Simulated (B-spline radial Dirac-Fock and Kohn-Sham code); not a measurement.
# An X-ray data sheet for Si⁴⁺, step by step

Aim: for the Si⁴⁺ ion, compute its X-ray form factor and Compton profile and the binding energy of each subshell.

The numbers are computed with B-spline radial Dirac-Fock and Kohn-Sham code (version 3): a free atom or ion on a radial basis; each step names its model.

## Step 1: What is computed

Si⁴⁺, [He] 2s2 2p6, inside a Watson sphere of charge -4 and radius 2.2 Å (a model of the Madelung potential; inside it an electron's potential energy is raised by 26.2 eV).

```
nuclear charge     : 14
electrons          : 10
mass number        : 28
nuclear rms radius : 3.1224 fm
```

## Step 2: Scattering by the electron cloud

Model: Dirac-Fock average of configuration, finite nucleus; form factor of the spherical density, Waller-Hartree incoherent function, impulse-approximation Compton profiles.

The run's settings:

```ini
task = scatter
Z = 14
charge = 4
configuration = 1s2 2s2 2p6
mass_number = 28
rms_radius = 3.1224  # fm
s = [0.0, 0.06, 0.07, 0.08, 0.1, 0.12, 0.15, 0.17, 0.21, 0.25, 0.3, 0.36, 0.43, 0.52, 0.63, 0.75, 0.9, 1.08, 1.3, 1.56, 1.87, 2.25, 2.7]  # 1/A
pz = [0, 0.1, 0.14, 0.21, 0.3, 0.43, 0.63, 0.9, 1.3, 1.9, 2.7, 3.9, 5.6, 8.1, 12.0, 17.0, 24.0, 35.0, 51.0, 74.0, 110.0]  # a.u.
photon_energy = [1000, 2000, 8047.8, 17479.3, 20000, 100000, 200000, 500000]  # eV
watson_charge = -4  # e
watson_radius = 2.2  # A
```

Main fields of the result record, rounded:

```text
{
  "status": "converged",
  "form_factor [e]": [10.0, 9.9239, 9.8966, 9.8653, 9.7907, 9.7006, 9.5382, 9.4127, 9.1245, 8.7933, 8.3315, 7.7297, 6.9966, 6.0632, 5.0149, 4.051, 3.1335, 2.3965, 1.8699, 1.5418, 1.3301, 1.155, 0.97588],
  "incoherent": [2.5491e-12, 0.090343, 0.12261, 0.1596, 0.24739, 0.35279, 0.54156, 0.68608, 1.0139, 1.3838, 1.888, 2.5264, 3.2779, 4.1985, 5.1923, 6.0773, 6.905, 7.5769, 8.0951, 8.4872, 8.8197, 9.1339, 9.4155],
  "compton_total [1/a.u.]": [1.5544, 1.5528, 1.5512, 1.5472, 1.5397, 1.5243, 1.49, 1.4241, 1.2906, 1.0422, 0.71636, 0.38487, 0.17833, 0.077093, 0.027593, 0.0086222, 0.0020697, 0.00033517, 4.5805e-05, 5.9084e-06, 6.6363e-07],
  "shells": ["1s1/2", "2s1/2", "2p1/2", "2p3/2"],
  "occupation": [2.0, 2.0, 2.0, 4.0],
  "mean_momentum [a.u.]": [11.544, 3.3059, 4.3922, 4.375],
  "r2 [bohr^2]": 2.886,
  "r_inverse [1/bohr]": 47.377,
  "r1 [bohr]": 4.5218,
  "coherent [b]": [65.615, 63.014, 34.121, 12.642, 10.37, 0.69306, 0.18451, 0.030266],
  "incoherent_cross_section [b]": [0.053891, 0.20805, 2.0649, 3.9002, 4.1355, 4.7168, 4.0051, 2.8815]
}
```

The scattering functions against s = sin θ / λ:

```csv
s (1/Å),f (e),f / N,S(s)
0,10.00,1.000,0
0.0700,9.897,0.990,0.1226
0.100,9.791,0.979,0.2474
0.150,9.538,0.954,0.5416
0.210,9.124,0.912,1.014
0.300,8.332,0.833,1.888
0.430,6.997,0.700,3.278
0.630,5.015,0.501,5.192
0.900,3.133,0.313,6.905
1.30,1.870,0.187,8.095
1.87,1.330,0.133,8.820
2.70,0.9759,0.098,9.415
```

## Step 3: Core and valence levels

Model: Dirac-Fock average of configuration, Delta-SCF, finite nucleus, first-order Breit with its frequency dependence, self-energy and vacuum polarisation.

Recorded inputs:

```ini
task = binding
```

Main fields of the result record, rounded:

```text
{
  "status": "converged",
  "shells": ["K", "L1", "L2", "L3"],
  "total_energy_parts [Ha]": [-276.181203, 0.0583239622, -0.00390026432, 0.0, 0.037948964, -0.00234209831],
  "koopmans [eV]": [1906.0, 194.343, 142.827, 142.135],
  "dirac_coulomb [eV]": [1884.64, 191.874, 139.695, 139.036],
  "gaunt [eV]": [-1.06041, -0.0419844, -0.0797741, -0.0455548],
  "retardation [eV]": [0.0390325, -0.000839272, 0.00797485, 0.00797029],
  "breit_frequency [eV]": [-0.00065939, 0.0, 0.0, 0.0],
  "self_energy [eV]": [-0.44343, -0.0338806, 0.00591092, 0.00408668],
  "vacuum_polarisation [eV]": [0.0276144, 0.00200379, -0.000293077, -0.000293344],
  "binding [eV]": [1883.21, 191.799, 139.629, 139.002],
  "mean_radius [bohr]": [0.111049, 0.559624, 0.52874, 0.530737]
}
```

total_energy_parts: Dirac-Coulomb, Gaunt, retardation, frequency dependence, self-energy, vacuum polarisation. 

Each level as Koopmans' value plus corrections (eV):

| level | -ε | relaxation | Breit | QED | binding |
| --- | --- | --- | --- | --- | --- |
| K | 1906.0 | -21.35 | -1.02 | -0.42 | 1883.2 |
| L1 | 194.3 | -2.47 | -0.04 | -0.03 | 191.8 |
| L2 | 142.8 | -3.13 | -0.07 | 0.01 | 139.6 |
| L3 | 142.1 | -3.10 | -0.04 | 0.00 | 139.0 |

## Step 4: Summary of results

| quantity | value |
| --- | --- |
| rms radius of the electron cloud | 0.537 bohr |
| form factor halves at | 0.63 1/Å |
| Compton profile at zero | 1.554 1/a.u. |
| deepest level listed, K (1s) | 1883.2 eV |
| least bound, L3 (2p3/2) | 139.0 eV |
| Kα1 | 1744.2 eV |

**Reading.** The form factor starts at the 10 electrons and halves by s = 0.63 1/Å. Incoherent scattering outweighs coherent from 100 keV on, among the energies asked. For K (1s), relaxation takes off 21.4 eV, Breit terms shift it by -1.02 and QED by -0.42 eV. The Hartree-Fock and Dirac-Fock values hold no electron correlation.
